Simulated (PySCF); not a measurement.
# C3H8BNSi: the cost of one run

The runs use PySCF 2.14.0, with density-fitted response routines of our own; the level of theory stands in each step. All values are computed, except where a source is named. Atoms count from 0, in the outputs and in this text.

## (1) The starting structure

14 atoms, charge 0, multiplicity 1; geometry from: GFN2-xTB. The atoms were then displaced at random by about 0.01 Å, so the start is not that level's minimum.

Bonds of the start (Å): C0–C1 1.42, C1–C2 1.20, C2–B3 1.54, B3–Si4 1.95, Si4–N5 1.75, C0–H6 1.11, C0–H7 1.09, C0–H8 1.09, B3–H9 1.15, Si4–H10 1.50, Si4–H11 1.46, N5–H12 1.01, N5–H13 1.00.

## (2) Geometry optimisation at PBE0-D3(BJ)/def2-SVP

What the job is given:

```
{"job": {"xc": "PBE0", "basis": "def2-SVP", "d3": "d3bj", "grid": 1, "shake": 0.01, "kind": "geom"}, "charge": 0, "multiplicity": 1}
C     -3.363190     0.448960     0.187540
C     -2.000560     0.423600    -0.210910
C     -0.849790     0.387510    -0.549150
B      0.640710     0.345790    -0.925230
Si     1.842690    -0.917710    -0.063150
N      3.232300    -0.002100     0.462930
H     -3.622960     1.473200     0.538460
H     -3.999460     0.253800    -0.681440
H     -3.590880    -0.240980     0.994700
H      0.966750     1.078110    -1.752330
H      1.260960    -1.709040     1.071350
H      2.441610    -1.930710    -0.934190
H      3.061720     0.877110     0.935230
H      3.972940    -0.502620     0.918430
```

Started as:

```bash
$ OMP_NUM_THREADS=1 python probes_run.py task.json out
```

One launch serves the whole session: the jobs run in the order shown.

**Question.** How long does this first job take on 1 thread of Arm Neoverse V1, shared host, and how much memory does it need?

About 1.8 min, with a peak of 0.52 GiB.
